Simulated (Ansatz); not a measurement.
Write a Python script for the Python package of Ansatz (0.2.0) that makes a comparison of dispersion corrections of CH₈B₂OSi, SMILES BC(B)O[SiH3]. Use (for the species named): r2SCAN, def2-SVP basis, multiplicity 1, D3BJ dispersion.

```xyz
13

B    -1.2048    1.0146    0.4243
C     0.2013    0.4219    0.2688
B     1.2242    1.6161    0.2002
O     0.3815   -0.3018   -0.9345
Si   -0.1039   -1.9871   -0.6874
H    -1.9175    0.8223    1.3548
H    -1.6693    1.7400   -0.4444
H     0.4869   -0.1499    1.1768
H     1.2319    2.4135   -0.6301
H     2.0955    1.7077    1.0672
H    -0.0979   -2.6913   -1.9349
H    -1.4325   -2.0697   -0.0670
H     0.8251   -2.5710    0.2210
```

Script `disp_ch8b2osi.py`:
```python
'''Size of D3 and D4 in CH8B2OSi.'''

import warnings

import ansatz

GEOMETRY = '''
B    -1.20480    1.01460    0.42430
C     0.20130    0.42190    0.26880
B     1.22420    1.61610    0.20020
O     0.38150   -0.30180   -0.93450
Si   -0.10390   -1.98710   -0.68740
H    -1.91750    0.82230    1.35480
H    -1.66930    1.74000   -0.44440
H     0.48690   -0.14990    1.17680
H     1.23190    2.41350   -0.63010
H     2.09550    1.70770    1.06720
H    -0.09790   -2.69130   -1.93490
H    -1.43250   -2.06970   -0.06700
H     0.82510   -2.57100    0.22100
'''

warnings.simplefilter('ignore', ansatz.DeckWarning)

mol = ansatz.Crystal.molecule()
for line in GEOMETRY.strip().splitlines():
    symbol, *xyz = line.split()
    mol = mol.atom(symbol, [float(v) for v in xyz])

calc = mol.calculation().basis(gaussian='def2-SVP')
for name in ['r2scan', 'pbe']:
    for correction in ('d3bj', 'd4'):
        report = calc.functional(name, dispersion=correction).run(threads=1).report
        print(f'{name:8s} {correction:5s} total {report["free_energy_ev"]:.5f} eV, of which dispersion {1000 * report["dispersion"]["energy"]["ev"]:.2f} meV')
```

`python disp_ch8b2osi.py` gives:
```text
r2scan   d3bj  total -12433.19327 eV, of which dispersion -77.45 meV
r2scan   d4    total -12433.18271 eV, of which dispersion -66.89 meV
pbe      d3bj  total -12426.28508 eV, of which dispersion -265.75 meV
pbe      d4    total -12426.28309 eV, of which dispersion -263.75 meV
```

Reading the output:
- These settings explore the input space; basis and method may be short of convergence.
- The geometry is a force-field or estimated start, not a minimum of this method, and the basis set is short of its limit. D4 holds the three-body term, and d3bj doesn't.
- A dispersion term here runs with damping parameters fitted for another variant or functional.
- The script silences the warnings on its input, which a real study should read.
- Run time: 21 s on 1 thread of Arm Neoverse V1 (shared host), peak memory 0.23 GiB.

(Lines on the test bed's own set-up are left out of the output.)
